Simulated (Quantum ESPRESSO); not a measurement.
**Ga3F in Quantum ESPRESSO: the effect of target pressure**

Crystal: Ga3F.

```
CELL_PARAMETERS angstrom
4.08077 0.00000 0.00000
0.00000 4.08077 0.00000
0.00000 0.00000 4.08077
ATOMIC_POSITIONS crystal
Ga 0.50000 0.50000 0.00000
Ga 0.50000 0.00000 0.50000
Ga 0.00000 0.50000 0.50000
F 0.00000 0.00000 0.00000
```

The cell was built by a generator and needn't be a form met in nature.

Alike in all runs:

* Program: Quantum ESPRESSO 7.5
* Task: phonons
* Functional: PBEsol
* Potentials or basis: PseudoDojo 0.4.1 SR PBEsol standard
* Cutoff: 1143 eV
* Density cutoff: 4572 eV
* k mesh: 4 × 4 × 4, shifted
* Occupations: fermi-dirac, width 0.05 eV
* Spin: no spin polarisation

Each run relaxes the cell or the atoms first.

Q: One run gave: relaxed volume 16.15 Å³/atom; highest phonon frequency 150 cm⁻¹. Which target pressure did it use?
A. 10 GPa
B. 0 GPa
C. 25 GPa

A: B.

| target pressure | relaxed volume (Å³/atom) | highest phonon frequency (cm⁻¹) |
| --- | --- | --- |
| 0 GPa | 16.15 | 150 |
| 10 GPa | 14.27 | 199 |
| 25 GPa | 12.77 | 248 |

Caveats: all runs use coarse meshes; the mesh is thin for the phonons of a metal; the volume moved by over 15 % at a fixed basis, so the end points are rough (some runs); the cell is more than 3 GPa from zero pressure, which shifts response properties (some runs); some modes are imaginary (some runs).

Runs at the PBE level aren't shown here.
